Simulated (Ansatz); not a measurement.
# BClFH3O: the cost of one run

Program: Ansatz 0.2.0. Level of theory: RKS PBE0/def2-SVP. These are calculated values, not measurements.

## 1. The system as given

Bond lengths: B1–Cl3 1.860 Å, B1–O4 1.410 Å, O4–H5 1.010 Å, B1–F6 1.620 Å. Angles: Cl3–B1–O4 120.0°, Cl3–B1–F6 88.5°, O4–B1–F6 110.0°, B1–O4–H5 109.5°.

Structure file:

```xyz
7

B     0.0000    0.0000    0.0000
H     0.0000    0.0000    1.5400
Cl    1.6108    0.0000   -0.9300
O    -1.2211    0.0000   -0.7050
H    -1.7308   -0.8467   -0.4965
F     0.3455    1.4980    0.5108
H     0.1950    0.8453    1.4996
```

## 2. Pulling towards end A

Springs on the bonds that form and break draw the guess towards this end; the thresholds are loose.

File input.yaml:

```yaml
crystal:
  periodic: [false, false, false]
  atoms:
    - { symbol: B, position_ang: [0.0, 0.0, 0.0] }
    - { symbol: H, position_ang: [0.0, 0.0, 1.54] }
    - { symbol: Cl, position_ang: [1.6108, 0.0, -0.93] }
    - { symbol: O, position_ang: [-1.2211, 0.0, -0.705] }
    - { symbol: H, position_ang: [-1.7308, -0.8467, -0.4965] }
    - { symbol: F, position_ang: [0.3455, 1.498, 0.5108] }
    - { symbol: H, position_ang: [0.195, 0.8453, 1.4996] }
basis:
  gaussian: { orbitals: def2-SVP }
hamiltonian:
  xc: pbe0
relax:
  f_tol: 0.15
  max_steps: 25
  restrain:
    - { distance: [0, 5], at: 2.52, k: 30.0 }
    - { distance: [6, 1], at: 1.86, k: 30.0 }
    - { distance: [0, 1], at: 1.19, k: 30.0 }
    - { distance: [6, 5], at: 0.92, k: 30.0 }
```

Started as:

```console
$ ansatz run input.yaml --threads 2 --pin off --max-ram 3072MiB --backend cpu --events-out ev --progress --plain --runs-dir out
```

What time and memory should one allow on 2 threads of Arm Neoverse V2, shared host?

About 16 s, with a peak of 0.16 GiB.
